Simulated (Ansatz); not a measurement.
# H₂NOPZn: small, medium and large basis sets

One table from this session's results is given with a row withheld; the runs are named, their logs left out.

Method: one geometry, several basis sets; program: Ansatz 0.2.0, Gaussian basis.

The runs, in order: PBE0-D4/def2-SVP; ωB97M-V/def2-SVP; PBE0-D4/def2-QZVPP; ωB97M-V/def2-QZVPP; the functionals' def2-TZVPP values are taken from earlier runs.

## The relaxed structure

All runs share one geometry, relaxed beforehand with PBE0-D4 in a triple-zeta def2 set.

SMILES `[NH]1P[O][Zn]1`, 6 atoms, charge 0, spin multiplicity 1.

Atoms are counted from 1 here; the program's logs count them from 0.

Bond lengths: N1–P2 1.670 Å, N1–Zn4 1.966 Å, N1–H5 1.013 Å, P2–O3 1.572 Å, P2–H6 1.447 Å, O3–Zn4 1.989 Å. Angles: P2–N1–Zn4 89.1°, P2–N1–H5 120.2°, Zn4–N1–H5 134.0°, N1–P2–O3 98.9°, N1–P2–H6 106.3°, O3–P2–H6 105.6°, P2–O3–Zn4 91.2°, N1–Zn4–O3 77.0°.

Set-up of the first run:

in.yaml reads:

```yaml
crystal:
  periodic: [false, false, false]
  atoms:
    - {symbol: N, position_ang: [-0.773065, 0.467785, -0.436127]}
    - {symbol: P, position_ang: [0.065491, 0.066853, 0.951292]}
    - {symbol: O, position_ang: [0.303151, -1.458773, 0.658097]}
    - {symbol: Zn, position_ang: [-0.142053, -1.199980, -1.263461]}
    - {symbol: H, position_ang: [-0.818869, 1.432197, -0.743584]}
    - {symbol: H, position_ang: [1.365345, 0.691917, 0.833783]}
basis:
  gaussian: {orbitals: def2-SVP}
hamiltonian: {xc: pbe0, dispersion: d4}
output: {orbitals: {seedname: orbitals}}
```

On the command line:

```bash
ansatz run in.yaml --threads 2 --pin off --events-out ev --progress --plain --max-ram 4352MiB
```

Steps of the session up to this table: PBE0-D4 in def2-SVP; ωB97M-V in def2-SVP; PBE0-D4 in def2-QZVPP; ωB97M-V in def2-QZVPP.

One table of the session follows, with a row left open; its other results are not shown here.

It belongs to the step «Density functionals: the series». 

| functional | basis | HOMO (eV) | LUMO (eV) |
| --- | --- | --- | --- |
| PBE0-D4 | def2-SVP | -5.52 | -2.99 |
| PBE0-D4 | def2-TZVPP | -5.81 | -3.32 |
| PBE0-D4 | def2-QZVPP | -5.82 | -3.33 |
| ωB97M-V | def2-SVP | ? | ? |
| ωB97M-V | def2-TZVPP | -7.52 | -1.72 |
| ωB97M-V | def2-QZVPP | -7.54 | -1.78 |

Estimate the missing values for ωB97M-V, def2-SVP.

The run gave: HOMO (eV): -7.23; LUMO (eV): -1.34. In the column «HOMO (eV)» it lies between ωB97M-V, def2-TZVPP (-7.52) and PBE0-D4, def2-QZVPP (-5.82).
